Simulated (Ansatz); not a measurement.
Relaxation of a periodic cell of 33 atoms, Al32H (host Al, host structure fcc, interstitial H), to a largest force component of 0.03 eV/Å in at most 60 steps.

All numbers below come from Ansatz 0.2.0, DFT PBE, scalar-relativistic, plane waves, PAW. Settings: cutoff 420 eV, k mesh 2x2x2, gaussian smearing 0.05 eV, no spin polarisation.

```xyz
33
Lattice="8.1000 0.0000 0.0000 0.0000 8.1000 0.0000 0.0000 0.0000 8.1000" Properties=species:S:1:pos:R:3
Al 4.050 0.000 0.000
Al 6.075 2.025 0.000
Al 6.075 0.000 2.025
Al 0.000 0.000 0.000
Al 2.025 2.025 0.000
Al 4.050 4.050 0.000
Al 6.075 6.075 0.000
Al 2.025 0.000 2.025
Al 4.050 2.025 2.025
Al 6.075 4.050 2.025
Al 4.050 0.000 4.050
Al 6.075 2.025 4.050
Al 6.075 0.000 6.075
Al 0.000 4.050 0.000
Al 2.025 6.075 0.000
Al 0.000 2.025 2.025
Al 2.025 4.050 2.025
Al 4.050 6.075 2.025
Al 0.000 0.000 4.050
Al 2.025 2.025 4.050
Al 4.050 4.050 4.050
Al 6.075 6.075 4.050
Al 2.025 0.000 6.075
Al 4.050 2.025 6.075
Al 6.075 4.050 6.075
Al 0.000 6.075 2.025
Al 0.000 4.050 4.050
Al 2.025 6.075 4.050
Al 0.000 2.025 6.075
Al 2.025 4.050 6.075
Al 4.050 6.075 6.075
Al 0.000 6.075 6.075
H 1.053 5.014 7.096
```

Q: Where does it end, and by what steps?

A: The forces met the threshold. Limits of this set-up: coarse k mesh, odd electron count without spin. After 3 steps the energy has fallen by 0.324 eV; Al30 moved furthest, 0.13 Å.

| step | energy less start (eV) | largest force component (eV/Å) | accepted |
| --- | --- | --- | --- |
| 0 | 0.0000 | 0.850 | yes |
| 1 | -0.2954 | 0.214 | yes |
| 2 | -0.3219 | 0.059 | yes |
| 3 | -0.3235 | 0.015 | yes |

```xyz
33
Lattice="8.1000 0.0000 0.0000 0.0000 8.1000 0.0000 0.0000 0.0000 8.1000" Properties=species:S:1:pos:R:3
Al 4.073 0.021 0.001
Al 6.054 2.002 0.001
Al 6.083 -0.008 2.019
Al 0.005 -0.016 -0.004
Al 2.021 2.036 -0.004
Al 4.039 4.054 -0.004
Al 6.091 6.070 -0.004
Al 2.026 0.021 2.047
Al 4.045 2.030 2.019
Al 6.054 4.049 2.047
Al 4.045 -0.008 4.057
Al 6.083 2.030 4.057
Al 6.054 0.021 6.075
Al -0.073 3.972 0.076
Al 2.103 6.147 0.076
Al 0.001 2.002 2.047
Al 2.022 4.053 2.013
Al 4.073 6.074 2.047
Al 0.000 0.021 4.028
Al 2.026 2.002 4.028
Al 4.073 4.049 4.028
Al 6.054 6.075 4.028
Al 2.021 -0.015 6.079
Al 4.073 2.001 6.075
Al 6.090 4.054 6.079
Al 0.006 6.069 2.010
Al 0.005 4.054 4.064
Al 2.021 6.070 4.064
Al 0.006 2.038 6.080
Al 2.104 3.971 6.000
Al 4.037 6.069 6.080
Al -0.075 6.149 5.999
H 1.015 5.059 7.088
```

Whether the end is a true minimum wasn't checked by a vibrational analysis.

Time of the run: 22 s on 2 threads of Arm Neoverse V2, with other jobs on the host, peak memory 0.98 GiB.
